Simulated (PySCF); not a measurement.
# C3H6SeSi: the cost of one run

Programs: PySCF 2.14.0, with routines of our own; each step states its level. All values are computed. Atoms count from 0.

### 1 The system as given

11 atoms, charge 0, multiplicity 1; geometry from: GFN2-xTB.

### 2 Optimising the geometry at PBE0-D3(BJ)/def2-SVP

The job: settings as JSON, then the geometry in Å.

```
{"job": {"xc": "PBE0", "basis": "def2-SVP", "d3": "d3bj", "grid": 1, "maxiter": 30, "shake": 0.01, "kind": "geom"}, "charge": 0, "multiplicity": 1}
C      1.821770     1.798260    -0.020380
C      1.278790     0.764070    -0.283970
Si     0.420760    -0.835130    -0.676750
C     -1.004580    -0.959560     0.534380
Se    -2.346600     0.491020     0.311390
H      2.261400     2.746360     0.198330
H     -0.034340    -0.814160    -2.048490
H      1.363520    -1.946330    -0.395310
H     -0.728780    -0.958760     1.602180
H     -1.615280    -1.873070     0.367900
H     -1.378540     1.561470     0.395050
```

On the command line:

```sh
> OMP_NUM_THREADS=1 python heavy_run.py task.json out
```

One launch serves the whole session: the jobs run in the order shown.

**Question.** How long does this first job take on 1 thread of Intel Xeon Platinum 8259CL at 2.50GHz, shared host, and how much memory does it need?

About 42 s, with a peak of 0.51 GiB.
